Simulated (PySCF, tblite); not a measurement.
# C₄H₆ClNSi: geometry, infrared bands and NMR shifts

Aim: predict the infrared bands and NMR shifts of C₄H₆ClNSi (`N#CC/C=C\[SiH2]Cl`).

The runs use tblite 0.8.0 and PySCF 2.14.0, with density-fitted response routines of our own; the level of theory stands in each step. All values are computed, except where a source is named. Atoms are numbered from 0 throughout.

### 1 The molecule as given

13 atoms, charge 0, multiplicity 1; geometry from: force field or distance geometry start.

Bonds of the start (Å): N0–C1 1.17, C1–C2 1.48, C2–C3 1.50, C3–C4 1.32, C4–Si5 1.82, Si5–Cl6 2.12, C2–H7 1.12, C2–H8 1.08, C3–H9 1.10, C4–H10 1.09, Si5–H11 1.47, Si5–H12 1.46.

### 2 Optimising the geometry with GFN2-xTB

What the job is given:

```
{"job": {"kind": "relax", "xc": "GFN2-xTB", "basis": "xTB"}, "charge": 0, "multiplicity": 1}
N     -2.546900    -1.610600    -1.764500
C     -2.008900    -1.101000    -0.863200
C     -1.301100    -0.506100     0.287800
C     -0.750100     0.822700    -0.138600
C      0.539800     1.107000    -0.087500
Si     1.853600    -0.024500     0.455400
Cl     3.489600     0.317300    -0.851600
H     -2.018600    -0.359000     1.141300
H     -0.465000    -1.145900     0.548500
H     -1.494000     1.554800    -0.474000
H      0.821600     2.102800    -0.425200
H      2.344200     0.286500     1.808100
H      1.531200    -1.443500     0.345700
```

Started as:

```console
$ OMP_NUM_THREADS=1 python probes_run.py task.json out
```

This one command runs all jobs of the session in turn.

**Question.** This job is followed by: GFN2-xTB harmonic vibrations, gas phase; GIAO PBE0/pcSseg-1 NMR shielding, non-relativistic, gas phase. What will the session give for the following? strongest single infrared mode (GFN2-xTB); zero-point energy (GFN2-xTB); ¹³C shifts against TMS (PBE0/pcSseg-1); ¹H shifts against TMS (PBE0/pcSseg-1, means over atoms taken as alike); ¹⁵N shifts against NH3 (PBE0/pcSseg-1); ²⁹Si shifts against TMS (PBE0/pcSseg-1); ³⁵Cl shifts against HCl (PBE0/pcSseg-1).

**Answer**, as computed:

| quantity | value |
| --- | --- |
| strongest single infrared mode (GFN2-xTB) | 714 cm⁻¹, 592 km/mol |
| zero-point energy (GFN2-xTB) | 53.7 kcal/mol |
| ¹³C shifts against TMS (PBE0/pcSseg-1) | 148.4, 139.2, 119.4, 23.8 ppm |
| ¹H shifts against TMS (PBE0/pcSseg-1, means over atoms taken as alike) | 6.65, 6.12, 5.59, 2.84 ppm |
| ¹⁵N shifts against NH3 (PBE0/pcSseg-1) | 304.5 ppm |
| ²⁹Si shifts against TMS (PBE0/pcSseg-1) | -29.0 ppm |
| ³⁵Cl shifts against HCl (PBE0/pcSseg-1) | -77 ppm |

The optimisation took 79 steps and gained 0.310 eV; among the close pairs (by a distance rule), Si5–Cl6 changed most, from 2.122 to 2.016 Å. All 33 modes are real, so the xTB geometry is a minimum. The strongest single mode, at 714 cm⁻¹, moves mainly H11 and H12. Unscaled tight-binding wavenumbers are off by several per cent, some by more. Its intensities can rank the bands wrongly. At PBE0/pcSseg-1: The widest tensor belongs to N0: span 504 ppm, with a paramagnetic part of -376 ppm.
